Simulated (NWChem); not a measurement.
# C2H5BO (SMILES B1CCO1): HF/def2-SVP

What is the vertical singlet–triplet gap of C2H5BO at HF/def2-SVP? 

Program for the calculation: NWChem 7.3.0.

## 1. The system as given

C2H5BO: 9 atoms, total charge 0, spin state singlet. SMILES: `B1CCO1`. The shape is that of a PBE0-D4/def2-TZVP optimisation.

Bond lengths: B1–C2 1.580 Å, C2–C3 1.533 Å, B1–O4 1.364 Å, C3–O4 1.455 Å, B1–H5 1.195 Å, C2–H6 1.091 Å, C2–H7 1.091 Å, C3–H8 1.092 Å, C3–H9 1.092 Å. Some angles: B1–C2–C3 80.2°, C2–B1–O4 95.4°, C2–C3–O4 93.7°, B1–O4–C3 90.7°, B1–C2–H6 117.4°, B1–C2–H7 117.4°, C3–C2–H6 115.4°, C3–C2–H7 115.4°, C2–B1–H5 139.9°, O4–B1–H5 124.7°.

## 2. Energy and forces at HF/def2-SVP

run.py reads:

```python
from ase import Atoms
from ase.calculators.nwchem import NWChem

mol = Atoms(['B', 'C', 'C', 'O', 'H', 'H', 'H', 'H', 'H'], positions=[
    [-0.402600, 0.301700, -1.082000],
    [0.506000, 0.617000, 0.171000],
    [-0.098600, -0.719600, 0.617700],
    [-0.884800, -0.878500, -0.596200],
    [-0.697000, 0.772800, -2.139500],
    [0.236300, 1.479000, 0.782200],
    [1.586200, 0.614100, 0.021000],
    [-0.757600, -0.681300, 1.487200],
    [0.600600, -1.551500, 0.721500],
])

calc = NWChem(
    label='mol',
    theory='scf',
    memory='2200 mb',
    basis='def2-SVP',
    basispar='spherical bse',
    scf={'nopen': '0', 'rhf': None, 'thresh': '1e-08', 'maxiter': '80', 'print': 'low'},
)
mol.calc = calc

forces = mol.get_forces()
print("Total energy (eV):", round(mol.get_potential_energy(), 6))
print("forces (eV/A):")
for s, f in zip(mol.symbols, forces):
    print(f"{s:2s} {f[0]:10.5f} {f[1]:10.5f} {f[2]:10.5f}")
```

Command:

```console
$ export ASE_NWCHEM_COMMAND="nwchem PREFIX.nwi > PREFIX.nwo"
$ python run.py
```

Standard output:

```text
Total energy (eV): -4845.457953
forces (eV/A):
B    -0.52487   -0.66247   -0.17967
C     0.19489    0.15144    0.17607
C    -0.43246   -0.40006   -0.31182
O     0.71297    0.76187    0.39940
H     0.02972    0.09117   -0.05050
H    -0.00478   -0.00129   -0.00175
H    -0.00129   -0.00396   -0.00360
H     0.08690   -0.01532   -0.05590
H    -0.06109    0.07862    0.02772
```

The calculator wrote mol.nwi:

```
title "mol"

permanent_dir mol

scratch_dir mol

start mol

geometry units angstrom nocenter noautosym noautoz
  B  -4.0260000000000001e-01 3.0170000000000002e-01 -1.0820000000000001e+00
  C  5.0600000000000001e-01 6.1699999999999999e-01 1.7100000000000001e-01
  C  -9.8599999999999993e-02 -7.1960000000000002e-01 6.1770000000000003e-01
  O  -8.8480000000000003e-01 -8.7849999999999995e-01 -5.9619999999999995e-01
  H  -6.9699999999999995e-01 7.7280000000000004e-01 -2.1395000000000000e+00
  H  2.3630000000000001e-01 1.4790000000000001e+00 7.8220000000000001e-01
  H  1.5862000000000001e+00 6.1409999999999998e-01 2.1000000000000001e-02
  H  -7.5760000000000005e-01 -6.8130000000000002e-01 1.4872000000000001e+00
  H  6.0060000000000002e-01 -1.5515000000000001e+00 7.2150000000000003e-01
end

memory 2200 mb

basis spherical bse noprint
   * library def2-SVP
end

scf
  nopen 0
  rhf
  thresh 1e-08
  maxiter 80
  print low
end

task scf gradient
```

mol.nwo:

```text
Northwest Computational Chemistry Package (NWChem) 7.3.0
             --------------------------------------------------------

           Job information
           ---------------

    nwchem branch   = 7.3.0
    use scalapack   = T
    input           = mol.nwi
    prefix          = mol.
    data base       = mol/mol.db
    status          = startup
    nproc           =        1

           Memory information
           ------------------

    heap     =     72089598 doubles =      550.0 Mbytes
    stack    =     72089595 doubles =      550.0 Mbytes
    global   =    144179200 doubles =     1100.0 Mbytes (distinct from heap & stack)
    total    =    288358393 doubles =     2200.0 Mbytes
    verify   = yes
    hardfail = no

           Directory information
           ---------------------

  0 permanent = mol
  0 scratch   = mol

[... 32 lines left out ...]
            Nuclear Dipole moment (a.u.)
[... 71 lines left out ...]
 Forming initial guess at       0.0s

 Starting SCF solution at       0.2s

       Final RHF  results
       ------------------

         Total SCF energy =   -178.067296842950
      One-electron energy =   -462.788990202052
      Two-electron energy =    173.008677700198
 Nuclear repulsion energy =    111.713015658904

        Time for solution =      6.9s

                              NWChem Gradients Module
                              -----------------------

                         RHF ENERGY GRADIENTS

    atom               coordinates                        gradient
                 x          y          z           x          y          z
   1 B      -0.760804   0.570130  -2.044684    0.010207   0.012883   0.003494
   2 C       0.956201   1.165961   0.323143   -0.003790  -0.002945  -0.003424
   3 C      -0.186327  -1.359847   1.167284    0.008410   0.007780   0.006064
[... 5 lines of this table left out ...]
   9 H       1.134969  -2.931910   1.363437    0.001188  -0.001529  -0.000539

 Task  times  cpu:        9.6s     wall:        9.6s
 Total times  cpu:        9.6s     wall:        9.6s
```

Run time: 11 s. Hardware: 1 thread of Intel Xeon 6975P-C (Granite Rapids), shared host; peak memory 0.1 GiB.

## 3. The triplet: a single-point energy at UHF/def2-SVP

calc.nw reads:

```
start calc
title "C2H5BO"
memory 2200 mb

geometry units angstroms noautosym nocenter noautoz
 B     -0.402600     0.301700    -1.082000
 C      0.506000     0.617000     0.171000
 C     -0.098600    -0.719600     0.617700
 O     -0.884800    -0.878500    -0.596200
 H     -0.697000     0.772800    -2.139500
 H      0.236300     1.479000     0.782200
 H      1.586200     0.614100     0.021000
 H     -0.757600    -0.681300     1.487200
 H      0.600600    -1.551500     0.721500
end

basis spherical bse
 * library def2-SVP
end

scf
 nopen 2
 uhf
 thresh 1e-08
 maxiter 80
 noprint "final vectors analysis"
end

task scf energy
```

Command:

```console
$ nwchem calc.nw > calc.out
```

Standard output:

```text
[...]
  functions       =    81
[...]
  wavefunction    = UHF
[...]
         Total SCF energy =   -177.838758206765
      One electron energy =   -462.057118694416
      Two electron energy =    172.505344828747
 Nuclear repulsion energy =    111.713015658904
                       Sz =      1.0000
                 Sz(Sz+1) =      2.0000
                      S^2 =      2.0134
[...]
```

It took 17 s on 1 thread of Intel Xeon 6975P-C (Granite Rapids), shared host; peak memory 0.096 GiB.

## 4. What came out

Level: HF/def2-SVP.

```
                                        quantity          value
                           singlet: total energy  -178.06730 Eh
               singlet: largest force on an atom     1.117 eV/Å
                           triplet: total energy  -177.83876 Eh
                          triplet: dipole moment         4.39 D
                                   triplet: ⟨S²⟩          2.013
vertical energy of the triplet above the singlet       6.219 eV
```

In words: At this shape the triplet lies 6.22 eV (143 kcal/mol) above the singlet. The largest force (singlet) is 1.12 eV/Å: the shape isn't a stationary point for this species at this level.
